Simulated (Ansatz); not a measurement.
# CH13GaSi2Sn2: the cost of one run

Method: the settings change from run to run; program: Ansatz 0.2.0, Gaussian basis.

### 1 The geometry

The structure was relaxed beforehand with PBE0-D4 in a triple-zeta def2 set. Sn takes a core potential in def2 sets; no spin-orbit term is included.

19 atoms, charge 0, spin multiplicity 1.

Atoms are counted from 1 here; the program's logs count them from 0.

Bond lengths: Si1–Si2 2.353 Å, Si1–H7 1.522 Å, Si1–H8 1.488 Å, Si1–H9 1.487 Å, Si2–C3 1.858 Å, Si2–H10 1.491 Å, Si2–H11 1.487 Å, C3–Sn4 2.173 Å, C3–H12 1.092 Å, C3–H13 1.093 Å, Sn4–Sn5 2.790 Å, Sn4–H14 1.714 Å, Sn4–H15 1.713 Å, Sn5–Ga6 2.631 Å, Sn5–H16 1.716 Å, Sn5–H17 1.718 Å, Ga6–H18 1.571 Å, Ga6–H19 1.569 Å. Angles: Si2–Si1–H7 113.4°, Si2–Si1–H8 113.3°, Si2–Si1–H9 113.4°, H7–Si1–H8 101.6°, H7–Si1–H9 105.4°, H8–Si1–H9 108.9°, Si1–Si2–C3 109.0°, Si1–Si2–H10 106.8°, Si1–Si2–H11 108.4°, C3–Si2–H10 113.7°, C3–Si2–H11 110.8°, H10–Si2–H11 108.0°, Si2–C3–Sn4 112.3°, Si2–C3–H12 111.1°, Si2–C3–H13 110.4°, Sn4–C3–H12 107.4°, Sn4–C3–H13 107.5°, H12–C3–H13 107.9° and more.

As a file:

```xyz
19

Si   -1.80882   -0.58063    0.73205
Si    0.34934   -1.13605    1.48753
C     1.26778   -1.98896    0.11660
Sn    1.50199   -0.72045   -1.63167
Sn    0.34653    1.80619   -1.38176
Ga   -1.09107    2.46640    0.72100
H    -2.19840    0.86113    1.02473
H    -2.88762   -1.32989    1.43130
H    -1.98139   -0.74732   -0.73532
H     0.17502   -1.97832    2.70603
H     1.04337    0.11616    1.88857
H     0.74570   -2.89313   -0.20413
H     2.26771   -2.27777    0.44927
H     0.80684   -1.57595   -2.94414
H     3.18660   -0.59794   -1.91819
H    -0.54593    2.00240   -2.83457
H     1.67011    2.89395   -1.50721
H    -2.42553    3.25378    0.46006
H    -0.42223    2.42639    2.13986
```

### 2 HSE06/def2-mTZVP

Options: charge +1, multiplicity 2, restricted open-shell orbitals, atoms shaken by 0.03 Å, finite nuclei, D3(BJ) with three-body dispersion.

Input file in.yaml:

```yaml
crystal:
  periodic: [false, false, false]
  atoms:
    - {symbol: Si, position_ang: [-1.801281, -0.556870, 0.685089]}
    - {symbol: Si, position_ang: [0.382679, -1.186606, 1.517342]}
    - {symbol: C, position_ang: [1.242675, -2.002337, 0.119103]}
    - {symbol: Sn, position_ang: [1.529237, -0.686594, -1.648416]}
    - {symbol: Sn, position_ang: [0.354504, 1.782659, -1.404739]}
    - {symbol: Ga, position_ang: [-1.118554, 2.466153, 0.728874]}
    - {symbol: H, position_ang: [-2.231702, 0.803401, 1.032309]}
    - {symbol: H, position_ang: [-2.862318, -1.333477, 1.480346]}
    - {symbol: H, position_ang: [-1.923369, -0.736054, -0.731146]}
    - {symbol: H, position_ang: [0.094875, -2.008684, 2.759118]}
    - {symbol: H, position_ang: [1.037999, 0.121907, 1.894649]}
    - {symbol: H, position_ang: [0.748058, -2.895457, -0.253614]}
    - {symbol: H, position_ang: [2.246759, -2.229909, 0.459780]}
    - {symbol: H, position_ang: [0.782815, -1.540948, -2.914694]}
    - {symbol: H, position_ang: [3.149820, -0.640257, -1.930990]}
    - {symbol: H, position_ang: [-0.529751, 2.031529, -2.818589]}
    - {symbol: H, position_ang: [1.638185, 2.934084, -1.512853]}
    - {symbol: H, position_ang: [-2.483006, 3.259053, 0.453191]}
    - {symbol: H, position_ang: [-0.426038, 2.416742, 2.129859]}
basis:
  gaussian: {orbitals: def2-mTZVP, nuclear_model: gaussian}
total_charge: 1
magnetization: {spin_polarized: false, initial_magnetization: 1}
hamiltonian: {xc: {name: HSE06}, dispersion: d3bjatm}
output: {forces: true}
```

Run with:

```
$ ansatz run in.yaml --threads 4 --pin off --events-out ev --progress --plain --max-ram 66560MiB --backend cpu
```

**Question.** How long does this run take on 4 threads of AMD EPYC 7R13, shared host, and how much memory does it need?

About 37 s, with a peak of 1.5 GiB.
